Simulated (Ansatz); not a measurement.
# Ta: how the settings move a single-point run

Aim: see which settings change the result for Ta, by how much, and at what cost.

Method: reference: DFT, LDA, all-electron LAPW, Dirac equation with spin-orbit coupling; levels and slopes on a fine mesh, in Ansatz 0.2.0.

2 further runs of the same task are left out: 1 that didn't finish, 1 set aside as unsound or not needed.

## 1. Starting point

The structure is cubic, space group Im-3m (No. 229). The conventional cell has a = 3.256 Å, b = 3.256 Å, c = 3.256 Å, α = 90.00°, β = 90.00°, γ = 90.00°. Ta (site symmetry m-3m) has 8 Ta at 2.82 Å as nearest neighbours.

Coordinates:

```
Ta
1.0
    -1.62775    1.62775    1.62775
     1.62775   -1.62775    1.62775
     1.62775    1.62775   -1.62775
Ta
1
Direct
  0.00000 0.00000 0.00000
```

## 2. Reference

Contents of input.yaml:

```yaml
crystal:
  lattice:
    - [-1.62775432377, 1.62775432377, 1.62775432377]
    - [1.62775432377, -1.62775432377, 1.62775432377]
    - [1.62775432377, 1.62775432377, -1.62775432377]
  atoms:
    - { symbol: Ta, position: [0.0, 0.0, 0.0] }
kpoints:
  mp_grid: { grid: [14, 14, 14] }
scf:
  occupations: { method: fermi_dirac, width: 0.05 }
hamiltonian:
  xc: lda
  pseudopotentials: { kind: all_electron, lapw: { basis_error: 0.001 } }
magnetization:
  noncollinear: true
  spin_orbit: true
output:
  forces: true
  stress: true
  eigenvalues: true
  eigenstates:
    nscf_kmesh: { grid: [18, 18, 18] }
    de_dk: true
    e_range: [-14, 14]
checkpoint:
  write: ck
  write_wavefunctions: false
```

The run is started by

```bash
> ansatz run input.yaml --threads 1 --pin off --max-ram 3072MiB --backend cpu --events-out ev --progress --plain --runs-dir out
```

## 3. Variant: hubbard.sites [{species: Ta, l: d, u_eff: 5.0}], hubbard.double_counting fll

Edit input.yaml of step 2 so:

```diff
@@ -14,2 +14,3 @@
   pseudopotentials: { kind: all_electron, lapw: { basis_error: 0.001 } }
+  hubbard: { sites: [{ species: Ta, l: d, u_eff: 5.0 }], double_counting: fll }
 magnetization:
```

**Question.** What will these runs give? Wanted: for each run, ending; energy change; pressure; gap; force.

The runs gave:

| run | ending | energy change | pressure (GPa) | gap (eV) | force (eV/Å) | cycles | time |
| --- | --- | --- | --- | --- | --- | --- | --- |
| reference | converged | 0 | -0.3 | 0.00 | 0.00 | - | 1.9 min |
| 1: hubbard.sites [{species: Ta, l: d, u_eff: 5.0}], hubbard.double_counting fll | converged | +5.98 eV/atom (U changed: no physical gain or loss) | 5.3 | 0.00 | 0.00 | 15 | 2.7 min |

Residual by cycle in the longest SCF loop of each run; runs are numbered as in the table. The quantity is the density residual dr2, in eV.

| cycle | reference | run 1 |
| --- | --- | --- |
| 1 | 0.064 | 0.0908 |
| 2 | 0.0339 | 0.0412 |
| 4 | 0.00409 | 0.00196 |
| 5 | 3.5e-4 | 3.6e-4 |
| 6 | 1.0e-5 | 7.1e-5 |
| 7 | 3.8e-7 | 1.3e-5 |
| 9 | 9.0e-11 | 4.0e-8 |
| 10 | 1.5e-12 | 1.3e-9 |
| 11 | - | 3.3e-10 |
| 12 | - | 4.6e-11 |
| 14 | - | 2.8e-12 |
| 15 | - | 1.7e-13 |

What this shows: Changing the Hubbard U moves the energy by +5.98 eV/atom, and the pressure goes from -0.3 to 5.3 GPa. The U term adds an energy of its own, so the shift says nothing about which run is better. A changed U is a change of model: its shifts are not errors of convergence.
